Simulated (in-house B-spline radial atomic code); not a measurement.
**Re⁴⁴⁺: ionisation energy by several methods**

Aim: the ionisation energy of Re⁴⁴⁺ by several methods, each as the difference of two self-consistent energies (Re⁴⁴⁺ and the next ion, [Ar] 3d10 4s2).

Method: non-relativistic, several functionals, spin-polarised, exact exchange averaged over the configuration; spherical all-electron atom at the radial basis limit. Code: in-house B-spline radial atomic code version 1.

## 1. The atom as given

* element: rhenium (Z = 75)
* charge: +44
* electrons: 31
* configuration: [Ar] 3d10 4s2 4p1
* nucleus: point

Outer shells as boxes (Hund's rule):

[Ar] 3d10 4s2 4p1
```
[Ar] core
3d [↑↓][↑↓][↑↓][↑↓][↑↓]
4s [↑↓]
4p [↑ ][  ][  ]
```

Where spins are not typed, each open shell is filled with up spins first.

## 2. B3LYP

Input settings:

```ini
Z = 75
electrons = 31.0
configuration = [Ar] 3d10 4s2 4p1
hamiltonian = nr
method = b3lyp
spin_polarised = True
exact_exchange = averaged over the configuration
```

The run is started by

```
python run_scf.py task.json out
```

task.json lists these runs, among others, and the program works through them in turn.

## 3. TPSSh

Changes to the settings of step 2:

```diff
@@ -4,3 +4,3 @@
 hamiltonian = nr
-method = b3lyp
+method = tpssh
 spin_polarised = True
```

## 4. B97-1

Changes to the settings of step 3:

```diff
@@ -4,3 +4,3 @@
 hamiltonian = nr
-method = tpssh
+method = b97_1
 spin_polarised = True
```

The tabulated ionisation energy is 2302 ± 4 eV (tabulated theoretical; NIST Atomic Spectra Database). What does each method give, and which comes nearest?

The runs gave:

| method | rung | total energy (hartree) | ΔSCF (eV) | −ε highest (eV) | ΔSCF less tabulated (eV) |
| --- | --- | --- | --- | --- | --- |
| B3LYP | global hybrid | -14487.2541 | 2171.85 | 2150.71 (4p up) | -130.15 |
| TPSSh | global hybrid | -14486.8941 | 2170.40 | 2147.18 (4p up) | -131.60 |
| B97-1 | global hybrid | -14486.9643 | 2170.75 | 2150.22 (4p up) | -131.25 |

What this shows: The tabulated ionisation energy is 2302 ± 4 eV (tabulated theoretical; NIST Atomic Spectra Database). B3LYP comes nearest (-130.15 eV) and TPSSh is farthest (-131.60 eV, 5.7 %). All methods miss on the same side by much the same amount, which points to something that they share. These runs lack relativity altogether, which can outweigh the gaps between the methods, so the nearest may be so by luck. These runs leave out relativity, which matters at this nuclear charge. Open shells are averaged (over orientations, and over spins where the run is restricted), while tables refer to the lowest levels.
